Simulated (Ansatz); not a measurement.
# SnAs2: the cost of one run

Program: Ansatz 0.2.0. Level of theory: DFT PBE, scalar-relativistic, plane waves, PAW. These are calculated values, not measurements.

## Step 1: The system as given

It takes space group I4/mmm (No. 139, tetragonal). Conventional cell: a = 3.565 Å, b = 3.565 Å, c = 11.600 Å, α = 90.00°, β = 90.00°, γ = 90.00°. Sn (site symmetry 4/mmm) has 8 As at 3.13 Å and 4 Sn at 3.57 Å as nearest neighbours. As (site symmetry 4mm) is surrounded by 4 Sn at 3.13 Å.

Structure file:

```
CELL_PARAMETERS angstrom
-1.78258 1.78258 5.80001
1.78258 -1.78258 5.80001
1.78258 1.78258 -5.80001
ATOMIC_POSITIONS crystal
Sn 0.00000 0.00000 0.00000
As 0.34000 0.34000 0.00000
As 0.66000 0.66000 0.00000
```

This is candidate A: Ti2Pd type (I4/mmm, No. 139).

(A quick probe on a coarse mesh, which set the mesh and smearing, is not shown.)

## Step 3: Coarse relaxation (candidate A)

Input file input.yaml:

```yaml
crystal:
  lattice:
    - [-1.7825773611, 1.7825773611, 5.8000106112]
    - [1.7825773611, -1.7825773611, 5.8000106112]
    - [1.7825773611, 1.7825773611, -5.8000106112]
  atoms:
    - { symbol: Sn, position: [0.0, 0.0, 0.0] }
    - { symbol: As, position: [0.34, 0.34, 0.0] }
    - { symbol: As, position: [0.66, 0.66, 0.0] }
basis:
  ecutwfc: 420
kpoints:
  mp_grid: { grid: [6, 6, 6] }
hamiltonian:
  xc: pbe
scf:
  occupations: { method: gaussian, width: 0.1 }
  lower_state_search: "off"
output:
  forces: true
  stress: true
  eigenvalues: true
relax:
  adjacent_minimum: "off"
  f_tol: 0.04
  max_steps: 70
  cell: { stress_tol: 0.4 }
```

Command:

```
> ansatz run input.yaml --threads 1 --pin off --max-ram 2560MiB --backend cpu --events-out ev --progress --plain --runs-dir out
```

Q: Estimate wall time and peak memory on 1 thread of Arm Neoverse V1, shared host.

About 26 s, with a peak of 0.37 GiB.
